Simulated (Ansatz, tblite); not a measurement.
**The cluster Ca₄O₄: one state, many levels**

Aim: run the singlet of the cluster Ca₄O₄ at one geometry on many levels, and compare frontier levels, spin and run time.

Computed with Ansatz 0.2.0, Gaussian basis. Level: as each input shows.

Levels to be run: GFN1-xTB, GFN2-xTB, PBE-D4/def2-TZVP, r2SCAN-D4/def2-TZVP, B97M-V/def2-TZVP, r2SCAN0-D4/def2-TZVP, BHLYP-D4/def2-TZVP, HSE06-D4/def2-TZVP, ωB97M-V/def2-TZVP, PBE+10HF/def2-SVP, PBE+15HF/def2-SVP, PBE+40HF/def2-SVP, PBE-D4/def2-SVP, PBE0-D4/def2-SVP, HF/STO-3G, HF/6-31G, B3LYP-D4/6-31G, PBE0-D4/def2-TZVPD, PBE-D4/def2-TZVPD, B97M-V/def2-TZVPD, CCSD(T)/def2-SVP, MP2/def2-TZVP, RPA/def2-TZVP.

2 further runs of the same task are left out: 2 set aside as unsound or not needed.

### Step 1. The structure

The singlet was relaxed beforehand with PBE-D4/def2-SVP. At that level it is the lowest of the isomers that a small search found.

8 atoms, charge 0, spin multiplicity 1.

Bond lengths: Ca1–O6 2.055 Å, Ca1–O8 2.055 Å, Ca2–O6 2.055 Å, Ca2–O7 2.055 Å, Ca3–O5 2.055 Å, Ca3–O7 2.055 Å, Ca4–O5 2.055 Å, Ca4–O8 2.055 Å. Angles: O6–Ca1–O8 128.0°, O6–Ca2–O7 127.7°, O5–Ca3–O7 128.0°, O5–Ca4–O8 127.7°, Ca3–O5–Ca4 142.1°, Ca1–O6–Ca2 142.2°, Ca2–O7–Ca3 142.1°, Ca1–O8–Ca4 142.1°.

PBE0-D4/def2-TZVP was run before; its log isn't repeated, and its numbers join the tables.

### Step 2. GFN1-xTB

Tight binding, by tblite at 300 K electronic temperature and without a spin-polarisation term:

```python
tblite.interface.Calculator('GFN1-xTB', numbers, positions, charge=0, uhf=0).singlepoint()
```

Energy -582.3806 eV, HOMO -7.94 eV, LUMO -5.83 eV; 0.015 s.

### Step 3. GFN2-xTB

Tight binding, by tblite at 300 K electronic temperature and without a spin-polarisation term:

```python
tblite.interface.Calculator('GFN2-xTB', numbers, positions, charge=0, uhf=0).singlepoint()
```

Energy -492.5118 eV, HOMO -10.14 eV, LUMO -9.58 eV; 0.053 s.

### Step 4. PBE-D4/def2-TZVP

start.molden holds the orbitals of an earlier run on this state, given as this run's starting guess.

File in.yaml:

```yaml
crystal:
  periodic: [false, false, false]
  atoms:
    - {symbol: Ca, position_ang: [-1.616825, 2.213009, 0.148196]}
    - {symbol: Ca, position_ang: [2.220351, 1.601699, 0.291664]}
    - {symbol: Ca, position_ang: [1.613844, -2.217650, -0.103730]}
    - {symbol: Ca, position_ang: [-2.216754, -1.596248, -0.341350]}
    - {symbol: O, position_ang: [-0.403403, -2.561678, -0.294982]}
    - {symbol: O, position_ang: [0.403119, 2.561185, 0.297337]}
    - {symbol: O, position_ang: [2.574875, -0.415698, 0.128354]}
    - {symbol: O, position_ang: [-2.575218, 0.415391, -0.125480]}
basis:
  gaussian: {orbitals: def2-TZVP, initial_orbitals: start.molden}
hamiltonian: {xc: pbe, dispersion: d4}
scf: {omitted_lower_state_checks: [starts]}
output: {forces: true, orbitals: {seedname: orbitals}}
```

Launch:

```console
$ ansatz run in.yaml --threads 4 --pin off --events-out ev --progress --plain --max-ram 8704MiB
```

After this run come: r2SCAN-D4/def2-TZVP; B97M-V/def2-TZVP; r2SCAN0-D4/def2-TZVP; BHLYP-D4/def2-TZVP; HSE06-D4/def2-TZVP; ωB97M-V/def2-TZVP; PBE+10HF/def2-SVP; PBE+15HF/def2-SVP; PBE+40HF/def2-SVP; PBE-D4/def2-SVP; PBE0-D4/def2-SVP; HF/STO-3G; HF/6-31G; B3LYP-D4/6-31G; PBE0-D4/def2-TZVPD; PBE-D4/def2-TZVPD; B97M-V/def2-TZVPD; CCSD(T)/def2-SVP; MP2/def2-TZVP; RPA/def2-TZVP.

Q: Predict the results of all the runs planned. Wanted: gap in def2-TZVP, named functionals, smallest and largest; gap over the share of exact exchange; correlation energy, CCSD(T)/def2-SVP; correlation energy, MP2/def2-TZVP; binding an atom, functionals in def2-TZVP; PBE0 total energy, smallest basis above largest.

As calculated:

| quantity | value |
| --- | --- |
| gap in def2-TZVP, named functionals, smallest and largest | 2.00 eV (PBE-D4), 7.06 eV (ωB97M-V) |
| gap over the share of exact exchange | 1.96 eV at 0, 5.09 eV at 0.4 |
| correlation energy, CCSD(T)/def2-SVP | -36.55 eV |
| correlation energy, MP2/def2-TZVP | -50.22 eV |
| binding an atom, functionals in def2-TZVP | 3.41 (BHLYP-D4) to 4.06 eV (PBE-D4) |
| PBE0 total energy, smallest basis above largest | 18.77 eV (def2-SVP, def2-TZVPD) |

Over the named functionals in def2-TZVP the gap runs from 2.00 eV (PBE-D4) to 7.06 eV (ωB97M-V); exact exchange widens it. Raising the share of exact exchange from 0 to 0.4 moves the HOMO by -2.20 eV and the LUMO by +0.93 eV. Notes on CCSD(T)/def2-SVP: large T1 diagnostic.
